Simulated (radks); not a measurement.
# The first electron to leave Re⁶⁺

Re⁶⁺ stands in [Xe] 4f14 5d1. From which sub-shell is an electron easiest to take? Each removal is a run of its own. The parent's configuration is the lowest that an earlier search found at this level.

Program: radks (a radial shooting solver on a logarithmic mesh, Libxc functionals) version 1. Level of theory: scalar-relativistic Kohn-Sham, LDA (Slater exchange, Perdew-Wang correlation), spin-polarised, spherical densities, finite nucleus; open shells are filled with parallel spins first. These are calculated values, not measurements, unless marked.

3 further runs of the same task are left out: 3 set aside as unsound or not needed.

## (1) What is computed

- element: rhenium (Z = 75)
- charge: +6
- electrons: 69
- configuration: [Xe] 4f14 5d1
- nuclear rms radius: 5.3698 fm

The outer shells:

Re⁶⁺
```
[Xe] core
4f [↑↓][↑↓][↑↓][↑↓][↑↓][↑↓][↑↓]
5d [↑ ][  ][  ][  ][  ]
```

## (2) The parent, Re⁶⁺

From an earlier run at this level the parent has E = -16671.985670 hartree and these outer levels (eV):

| level | occupation | energy (eV) |
| --- | --- | --- |
| 5s up | 1 | -162.22 |
| 5s down | 1 | -161.59 |
| 5p up | 3 | -122.48 |
| 5p down | 3 | -121.70 |
| 4f up | 7 | -120.75 |
| 4f down | 7 | -120.58 |
| 5d up | 1 | -74.921 |
| 5d down | 0 | -73.981 |

## (3) Remove 5d: [Xe] 4f14

Input:

```text
Z 75
configuration [Xe] 4f14
relativity scalar-relativistic
functional lda,pw
spin polarised
nucleus finite rms 5.3698 fm
c 137.035999084
```

## (4) Remove 4f: [Xe] 4f13 5d1

Changes since step 3:

```diff
@@ -1,3 +1,3 @@
 Z 75
-configuration [Xe] 4f14
+configuration [Xe] 4f13 5d1
 relativity scalar-relativistic
```

## (5) Remove 5p: [Kr] 4d10 4f14 5s2 5p5 5d1

Input:

```text
Z 75
configuration [Kr] 4d10 4f14 5s2 5p5 5d1
relativity scalar-relativistic
functional lda,pw
spin polarised
nucleus finite rms 5.3698 fm
c 137.035999084
```

## (6) Remove 5s: [Kr] 4d10 4f14 5s1 5p6 5d1

Input:

```text
Z 75
configuration [Kr] 4d10 4f14 5s1 5p6 5d1
relativity scalar-relativistic
functional lda,pw
spin polarised
nucleus finite rms 5.3698 fm
c 137.035999084
```

What does the calculation give? Wanted: for each run, case; final configuration; Δ-SCF; −ε of the level emptied.

As calculated:

| case | final configuration | Δ-SCF (eV) | −ε of the level emptied (eV) |
| --- | --- | --- | --- |
| remove 5d | [Xe] 4f14 | 82.262 | 74.921 |
| remove 5p | [Kr] 4d10 4f14 5s2 5p5 5d1 | 130.60 | 121.70 |
| remove 4f | [Xe] 4f13 5d1 | 134.82 | 120.58 |
| remove 5s | [Kr] 4d10 4f14 5s1 5p6 5d1 | 171.41 | 161.59 |

What this shows: Removal from 5d costs least (82.262 eV), ahead of 5p (130.60 eV). 5d is also the highest occupied level of the parent. NIST lists 82.71 eV (semi-empirical), between the same two configurations. Open shells are spherical and high-spin; term and fine-structure splittings are not resolved. Spin-orbit splitting is averaged out at the scalar-relativistic level.
